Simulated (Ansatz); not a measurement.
# AlClH₅NSi: small, medium and large basis sets

The task here is to estimate one member of a computed series from the others.

Program: Ansatz 0.2.0, Gaussian basis. Level of theory: one geometry, several basis sets. These are calculated values, not measurements.

The runs, in order: PBE0-D4/def2-SVP; ωB97M-V/def2-SVP; PBE0-D4/def2-QZVPP; ωB97M-V/def2-QZVPP; the functionals' def2-TZVPP values are taken from earlier runs.

### The relaxed structure

All runs share one geometry, relaxed beforehand with PBE0-D4 in a triple-zeta def2 set.

SMILES `[SiH3][NH][AlH][Cl]`, 9 atoms, charge 0, spin multiplicity 1.

Atoms are counted from 1 here; the program's logs count them from 0.

Bond lengths: Si1–N2 1.731 Å, Si1–H5 1.489 Å, Si1–H6 1.489 Å, Si1–H7 1.482 Å, N2–Al3 1.771 Å, N2–H8 1.013 Å, Al3–Cl4 2.093 Å, Al3–H9 1.571 Å. Angles: N2–Si1–H5 111.4°, N2–Si1–H6 111.5°, N2–Si1–H7 107.9°, H5–Si1–H6 107.3°, H5–Si1–H7 109.4°, H6–Si1–H7 109.4°, Si1–N2–Al3 132.0°, Si1–N2–H8 113.8°, Al3–N2–H8 114.2°, N2–Al3–Cl4 118.8°, N2–Al3–H9 120.8°, Cl4–Al3–H9 120.4°.

The first run:

Input file in.yaml:

```yaml
crystal:
  periodic: [false, false, false]
  atoms:
    - {symbol: Si, position_ang: [-0.159316, 0.779592, -1.179306]}
    - {symbol: N, position_ang: [-0.206874, -0.613268, -0.151885]}
    - {symbol: Al, position_ang: [0.277014, -0.858869, 1.533774]}
    - {symbol: Cl, position_ang: [1.071887, 0.755942, 2.601440]}
    - {symbol: H, position_ang: [0.683651, 0.539398, -2.383314]}
    - {symbol: H, position_ang: [-1.519850, 1.149380, -1.659031]}
    - {symbol: H, position_ang: [0.408738, 1.904100, -0.398075]}
    - {symbol: H, position_ang: [-0.582070, -1.440447, -0.601164]}
    - {symbol: H, position_ang: [0.115419, -2.262027, 2.220462]}
basis:
  gaussian: {orbitals: def2-SVP}
hamiltonian: {xc: pbe0, dispersion: d4}
output: {orbitals: {seedname: orbitals}}
```

Command:

```
> ansatz run in.yaml --threads 2 --pin off --events-out ev --progress --plain --max-ram 4352MiB
```

Among the steps run: PBE0-D4 in def2-SVP; ωB97M-V in def2-SVP; PBE0-D4 in def2-QZVPP; ωB97M-V in def2-QZVPP.

One table of the session follows, with a row left open; its other results are not shown here.

It belongs to the step «Functionals by basis». 

```
functional       basis  HOMO (eV)
   PBE0-D4    def2-SVP      -7.81
   PBE0-D4  def2-TZVPP          ?
   PBE0-D4  def2-QZVPP      -7.94
   ωB97M-V    def2-SVP     -10.05
   ωB97M-V  def2-TZVPP     -10.21
   ωB97M-V  def2-QZVPP     -10.23
```

Q: Estimate the row for PBE0-D4, def2-TZVPP from the others.

As computed: HOMO (eV): -7.92. In the column «HOMO (eV)» it lies between PBE0-D4, def2-QZVPP (-7.94) and PBE0-D4, def2-SVP (-7.81).
